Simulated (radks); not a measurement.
**The Coulomb parameter U of the 4f shell of Er²⁺**

An exercise on one series of results from a longer session: the logs are not shown, and one member is left open.

Method: scalar-relativistic Kohn-Sham, PBE, spin-unpolarised, spherical densities, finite nucleus. Code: radks (a radial shooting solver on a logarithmic mesh, Libxc functionals) version 1.

## What is computed

```
element            : erbium (Z = 68)
charge             : +2
electrons          : 66
configuration      : [Xe] 4f11 6s1
nuclear rms radius : 5.2516 fm
```

The outer shells:

Er²⁺
```
[Xe] core
4f [↑↓][↑↓][↑↓][↑↓][↑ ][↑ ][↑ ]
6s [↑ ]
```

The first run:

Settings of this run:

```text
Z 68
configuration [Xe] 4f11 6s1
relativity scalar-relativistic
functional pbe,pbe
spin unpolarised
nucleus finite rms 5.2516 fm
c 137.035999084
```

Command:

```sh
> python run_ks.py task.json out
```

All runs below come from this command, one after another.

Steps of the session up to this table: Start: [Xe] 4f11 6s1.

One of the session's tables, all rows but one given; the rest of the session is left out.

It belongs to the step «Start: [Xe] 4f11 6s1». Radial moments (bohr):

| level | <r> | outermost maximum (interpolated) | 90 % within | nodes |
| --- | --- | --- | --- | --- |
| 3d | 0.2038 | 0.166 | 0.317 | 0 |
| 4s | 0.5077 | 0.474 | 0.729 | 3 |
| 4p | 0.5384 | 0.495 | 0.783 | 2 |
| 4d | 0.5820 | 0.511 | 0.875 | 1 |
| 5s | ? | ? | ? | ? |
| 5p | 1.442 | 1.25 | 2.11 | 3 |
| 4f | 0.7697 | 0.506 | 1.32 | 0 |
| 6s | 3.167 | 2.85 | 4.54 | 5 |

**Question.** Estimate the row for 5s.

The run gave: <r>: 1.231; outermost maximum (interpolated): 1.10; 90 % within: 1.77; nodes: 4. In the column «<r>» it lies between 4f (0.7697) and 5p (1.442).
